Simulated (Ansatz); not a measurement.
HfN, space group P6_3/mmc: cell relaxations under several functionals, run with the Python package of Ansatz (0.2.0).

`run_lattice.py`
```python
"""Relaxed cell of HfN under several functionals."""

import ansatz as az
import numpy as np

SETTINGS = {
    "kspacing": 0.29,
    "max_scf": 200,
    "filling": "methfessel_paxton",
    "width_ev": 0.1,
}

def edges_and_angles(cell):
    cell = np.asarray(cell)
    a, b, c = np.linalg.norm(cell, axis=1)
    cosines = cell[1] @ cell[2] / (b * c), cell[0] @ cell[2] / (a * c), cell[0] @ cell[1] / (a * b)
    return (a, b, c, *np.degrees(np.arccos(cosines)))

hfn = (
    az.Lattice.from_parameters(3.13391, 3.13391, 5.41677, alpha=90, beta=90, gamma=120)
    .space_group(194)
    .atom("Hf", [2 / 3, 1 / 3, 0.75])
    .atom("N", [0.0, 0.0, 0.0])
)

model = hfn.calculation()
model = model.kpoints(spacing=SETTINGS["kspacing"])
model = model.basis(35 * az.Ry).scf(max_iterations=SETTINGS["max_scf"])
model = model.occupations(SETTINGS["filling"], width=SETTINGS["width_ev"])
model = model.relax(cell=True, density_extrapolation="transplant")

levels = [("pbesol", "none"), ("blyp", "d3bj"), ("lda", "none")]
print("level            a       b       c    alpha   beta  gamma  V/atom  steps")
for name, dispersion in levels:
    seen = []
    run = model.functional(name, dispersion=dispersion).session().plan()
    res = run.execute(on_event=lambda e: seen.append(e) if e["event"] == "relax_step" else None)
    cell = res.lattice.cell_ang
    label = name if dispersion == "none" else f"{name}+{dispersion}"
    print("{:13s} {:7.4f} {:7.4f} {:7.4f} {:6.2f} {:6.2f} {:6.2f}".format(label, *edges_and_angles(cell)), f"{abs(np.linalg.det(cell)) / len(res.lattice.sites):7.3f} {len(seen):5d}")
```

Rank the levels of theory by the volume of the relaxed cell.

From smallest to largest: LDA (11.16 Å³ an atom, -3.1 % against the start), PBEsol (11.43 Å³ an atom, -0.8 % against the start) and BLYP+D3BJ (11.58 Å³ an atom, +0.6 % against the start). The spread is 3.8 % in volume.

What the script printed:

```console
$ python run_lattice.py
level            a       b       c    alpha   beta  gamma  V/atom  steps
pbesol         3.1264  3.1264  5.4001  90.00  90.00 120.00  11.428     6
blyp+d3bj      3.1330  3.1330  5.4509  90.00  90.00 120.00  11.584     5
lda            3.1000  3.1000  5.3650  90.00  90.00 120.00  11.162     6
```

Reading the output:
- The settings weren't tested for convergence.
- Spin is left out of this run.
- Forces vanish by symmetry, so the ions can't move, and the end may be a saddle.
- BLYP and dispersion corrections can be off by several per cent in the lattices of metals, and by several GPa in the pressure at a fixed cell.
- For a metal this k-point mesh is coarse: on a finer one energies can move by several to tens of meV an atom and pressures by half a GPa or more, differences at one mesh by less.
- Spin-orbit coupling, which matters for elements this heavy, is left out.
- This cell is a computed structure, which may not be the phase found in nature.
- By the engine's processor time: 40 s on 1 thread of Intel(R) Xeon(R) Processor @ 2.30GHz, on a shared host, peak memory 0.58 GiB.
